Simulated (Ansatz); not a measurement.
# Rh on several prototypes: a ranking of structure types by relaxed energy

With the Ansatz DFT code, driven from Python.

Run as a notebook:

```python
import warnings

import ansatz as az
import numpy as np
import spglib
```

```python
def hcp(first, a):
    return (
        az.Lattice.from_parameters(a, a, 1.633 * a, alpha=90, beta=90, gamma=120)
        .space_group(194)
        .atom(first, (1 / 3, 2 / 3, 0.25))
    )
```

```python
def fcc(a_site, a):
    return (
        az.Lattice.fcc(a)
        .space_group(225)
        .atom(a_site, (0, 0, 0))
        .primitive()
    )


def diamond(a_site, a):
    return (
        az.Lattice.fcc(a)
        .space_group(227, origin_choice=1)
        .atom(a_site, (0, 0, 0))
        .primitive()
    )
```

```python
def sc(a_site, a):
    return (
        az.Lattice.cubic(a)
        .space_group(221)
        .atom(a_site, (0, 0, 0))
    )


def solve(name, crystal):
    calc = (
        crystal.calculation()
        .functional('PBEsol')
        .basis(450)
        .scf(tolerance=1e-09)
        .kpoints(spacing=0.14)
        .occupations('gaussian', width=0.05)
        .stress()
        .band_table()
    )
    calc = calc.relax(force_tolerance=0.03, cell=True)
    return calc.run(threads=1)

def relaxed_twice(name, crystal):
    # the second pass draws mesh and plane waves anew for the relaxed cell
    first = solve(name, crystal)
    again = az.Crystal(lattice=az.Lattice.of(first.lattice.cell_ang))
    for site in first.report['lattice']['sites']:
        again = again.atom(site['symbol'], site['position_frac'])
    return solve(name, again)
```

```python
def space_group(outcome):
    sites = outcome.report['lattice']['sites']
    kinds = sorted({site['symbol'] for site in sites})
    cell = (outcome.lattice.cell_ang, [site['position_frac'] for site in sites], [kinds.index(site['symbol']) for site in sites])
    return spglib.get_spacegroup(cell, symprec=0.01)
```

```python
def pressure_gpa(outcome):
    return float(np.trace(outcome.report['stress_gpa']) / 3)


def volume_per_atom(outcome):
    return abs(np.linalg.det(outcome.lattice.cell_ang)) / len(outcome.lattice.sites)
```

```python
warnings.simplefilter('ignore')
```

```python
phases = {}
phases['hcp'] = hcp('Rh', 2.68)
phases['fcc'] = fcc('Rh', 3.8)
phases['diamond'] = diamond('Rh', 5.22)
phases['sc'] = sc('Rh', 2.47)
```

```python
done = {}
for name, crystal in phases.items():
    try:
        done[name] = relaxed_twice(name, crystal)
    except az.NonConvergedError as error:
        print(name, 'did not converge:', str(error)[:120])

energy = {name: o.report['energy_sigma0_ev'] / len(o.lattice.sites) for name, o in done.items()}
lowest = min(energy.values())
rows = [(name, len(o.lattice.sites), 1000 * (energy[name] - lowest), space_group(o), pressure_gpa(o), volume_per_atom(o)) for name, o in done.items()]
rows.sort(key=lambda row: row[2])
print('     phase       atoms  dE (meV/atom)  space group     P (GPa)  V (A^3/atom)')
for row in rows:
    print(f'{str(row[0]):>10}  {row[1]:10d}  {row[2]:13.1f}  {str(row[3]):>11}  {row[4]:10.2f}  {row[5]:12.3f}')
print('order:', ' < '.join(row[0] for row in rows))
```

         phase       atoms  dE (meV/atom)  space group     P (GPa)  V (A^3/atom)
           fcc           1            0.0  Fm-3m (225)       -0.00        13.498
           hcp           2           42.1  P6_3/mmc (194)       -0.00        13.549
            sc           1          892.3  Pm-3m (221)       -0.01        15.603
       diamond           2         1293.8  Fd-3m (227)        0.01        20.036
    order: fcc < hcp < sc < diamond

By space group at the end of each run: Fm-3m (+0 meV an atom, 13.5 Å³), P6_3/mmc (+42 meV an atom, 13.5 Å³), Pm-3m (+892 meV an atom, 15.6 Å³) and Fd-3m (+1294 meV an atom, 20.0 Å³).

Reading the output:
- Spin is left out of this run.
- The program warned that this SCF threshold is loose for forces or stresses.
- Pressure is positive in compression.
- The cells are built on prototypes, so most aren't the phase found in nature. Rows bear the name of their start, and a relaxation keeps or raises the symmetry. Differences under about 40 meV an atom lie within the error of mesh and functional.
- The script silences warnings, which a real study should read.
- The whole script took 2 min on 1 thread of Arm Neoverse V2, with other jobs on the host, peak memory 0.57 GiB.
